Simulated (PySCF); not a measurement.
# BeH: basis, grid and Hamiltonian

Which parts of the numerical set-up matter for BeH? Each run edits the base script.

Computed with PySCF 2.14.0. Level: each script names its method and basis.

3 further runs of the same task are left out: 3 that didn't finish.

## (1) The starting structure

BeH: 2 atoms, charge 0, spin multiplicity 2.

Bond lengths: Be1–H2 1.216 Å.

## (2) The base run

Contents of input.py:

```python
from pyscf import gto, scf
from pyscf.geomopt.geometric_solver import optimize

mol = gto.M(
    atom='Be 0 0 0; H 0 0 1.216',
    basis='minao',
    charge=0,
    spin=1,
    verbose=4,
)
mf = scf.ROHF(mol)
mf.kernel()
mol_eq = optimize(mf, maxsteps=30)
print('optimised geometry (angstrom)')
print(mol_eq.tostring('raw'))
print('orbital energies (hartree):', mf.mo_energy[..., max(0, mol.nelec[1]-3):mol.nelec[0]+3].round(4))
```

Launch:

```console
> OMP_NUM_THREADS=1 python input.py
```

The log of this run is left out.

Base result: at the starting geometry E(SCF) = -15.001389 Eh, 5 cycles, optimised bond 5.734 Å in 17 steps (a long, weak bond or none); the optimisation lowers the energy by 1.940 eV.

## (3) X2c-tzvpall (X2C on)

Variant 1 changes basis set: minao → x2c-tzvpall; spin-free X2C: off → on.

Contents of input.py:

```python
from pyscf import gto, scf
from pyscf.geomopt.geometric_solver import optimize

mol = gto.M(
    atom='Be 0 0 0; H 0 0 1.216',
    basis='x2c-tzvpall',
    charge=0,
    spin=1,
    verbose=4,
)
mf = scf.ROHF(mol)
mf = mf.sfx2c1e()
mf.kernel()
mol_eq = optimize(mf, maxsteps=30)
print('optimised geometry (angstrom)')
print(mol_eq.tostring('raw'))
print('orbital energies (hartree):', mf.mo_energy[..., max(0, mol.nelec[1]-3):mol.nelec[0]+3].round(4))
```

Launch:

```console
> OMP_NUM_THREADS=1 python input.py
```

## (4) Density fitting def2-universal-jkfit

Variant 2 changes density fitting: none → def2-universal-jkfit.

input.py: that of step 2 with these lines changed.

```diff
@@ -11,2 +11,3 @@
 mf = scf.ROHF(mol)
+mf = mf.density_fit(auxbasis='def2-universal-jkfit')
 mf.kernel()
```

## (5) Lanl2dz

Variant 3 changes basis set: minao → lanl2dz.

input.py: that of step 2 with these lines changed.

```diff
@@ -5,3 +5,3 @@
     atom='Be 0 0 0; H 0 0 1.216',
-    basis='minao',
+    basis='lanl2dz',
     charge=0,
```

## (6) Spin-free X2C on

Variant 4 changes spin-free X2C: off → on.

input.py: that of step 2 with these lines changed.

```diff
@@ -11,2 +11,3 @@
 mf = scf.ROHF(mol)
+mf = mf.sfx2c1e()
 mf.kernel()
```

**Question.** What will these runs give? Wanted: for each run, E(SCF); from base; after the SCF.

As calculated:

| run | E(SCF) (hartree) | from base (eV) | cycles | functions | after the SCF |
| --- | --- | --- | --- | --- | --- |
| base | -15.001389 | 0 | 5 | 3 | bond 5.734 Å, -1.940 eV |
| x2c-tzvpall (X2C on) | -15.147750 | not comparable | 8 | 25 | bond 1.345 Å, -0.149 eV |
| density fitting def2-universal-jkfit | -15.001359 | +0.0008 | 5 | 3 | bond 5.765 Å, -1.941 eV |
| lanl2dz | -15.136594 | -3.6791 | 7 | 11 | bond 1.359 Å, -0.182 eV |
| spin-free X2C on | -15.003834 | -0.0665 | 5 | 3 | bond 5.733 Å, -1.940 eV |

SCF columns refer to the geometry typed in the script.

What this shows: The largest comparable shift of the SCF energy, -3.679 eV, comes with the run “lanl2dz”. lanl2dz (11 functions) gives an energy 3.68 eV lower than minao (3). Scalar relativity lowers the total energy by 0.07 eV, nearly all of it in the inner shells; a basis contracted without relativity catches only part of it.
